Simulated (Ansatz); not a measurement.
# C₃H₆Si: how energies converge with the basis set

Aim: see how fast density functionals converge with the basis set for C₃H₆Si.

The runs use Ansatz 0.2.0, Gaussian basis; one geometry, several basis sets.

The runs, in order: PBE0-D4/def2-SVP; ωB97M-V/def2-SVP; PBE0-D4/def2-QZVPP; ωB97M-V/def2-QZVPP; the functionals' def2-TZVPP values are taken from earlier runs.

### 1 The relaxed structure

An earlier PBE0-D4 in a triple-zeta def2 set relaxation fixed the geometry.

SMILES `C=C1C[SiH2]1`, 10 atoms, charge 0, spin multiplicity 1.

Atoms are counted from 1 here; the program's logs count them from 0.

Bond lengths: C1–C2 1.320 Å, C1–H5 1.088 Å, C1–H6 1.085 Å, C2–C3 1.508 Å, C2–Si4 1.817 Å, C3–Si4 1.868 Å, C3–H7 1.089 Å, C3–H8 1.089 Å, Si4–H9 1.479 Å, Si4–H10 1.479 Å. Angles: C2–C1–H5 121.7°, C2–C1–H6 121.5°, H5–C1–H6 116.8°, C1–C2–C3 136.8°, C1–C2–Si4 155.6°, C3–C2–Si4 67.6°, C2–C3–Si4 64.1°, C2–C3–H7 116.7°, C2–C3–H8 116.7°, Si4–C3–H7 119.3°, Si4–C3–H8 119.3°, H7–C3–H8 112.5°, C2–Si4–C3 48.3°, C2–Si4–H9 120.2°, C2–Si4–H10 120.2°, C3–Si4–H9 119.4°, C3–Si4–H10 119.4°, H9–Si4–H10 114.0°.

### 2 PBE0-D4 in def2-SVP

The input, in.yaml:

```yaml
crystal:
  periodic: [false, false, false]
  atoms:
    - {symbol: C, position_ang: [-1.602793, 0.350699, -0.643035]}
    - {symbol: C, position_ang: [-0.415016, 0.123422, -0.114244]}
    - {symbol: C, position_ang: [0.806294, -0.689383, -0.463347]}
    - {symbol: Si, position_ang: [0.905491, 0.293457, 1.122324]}
    - {symbol: H, position_ang: [-1.909914, -0.110739, -1.579724]}
    - {symbol: H, position_ang: [-2.320689, 1.007091, -0.161782]}
    - {symbol: H, position_ang: [1.379656, -0.363358, -1.329706]}
    - {symbol: H, position_ang: [0.704595, -1.772359, -0.413619]}
    - {symbol: H, position_ang: [0.804779, -0.410659, 2.419609]}
    - {symbol: H, position_ang: [1.730697, 1.520630, 1.166525]}
basis:
  gaussian: {orbitals: def2-SVP}
hamiltonian: {xc: pbe0, dispersion: d4}
output: {orbitals: {seedname: orbitals}}
```

Started as:

```bash
> ansatz run in.yaml --threads 2 --pin off --events-out ev --progress --plain --max-ram 4352MiB
```

The runs that follow: ωB97M-V in def2-SVP; PBE0-D4 in def2-QZVPP; ωB97M-V in def2-QZVPP.

Q: Predict the results of all the runs planned. Wanted: PBE0-D4: double and triple zeta above quadruple; ωB97M-V: double and triple zeta above quadruple.

**Answer**, as computed:

| quantity | value |
| --- | --- |
| PBE0-D4: double and triple zeta above quadruple | 6.70, 0.44 eV |
| ωB97M-V: double and triple zeta above quadruple | 6.88, 0.41 eV |

**Reading.** For PBE0-D4 the step from double to triple zeta gains 6.26 eV and the next only 0.44 eV. Total energies overstate the basis error of differences, where much of it tends to cancel.
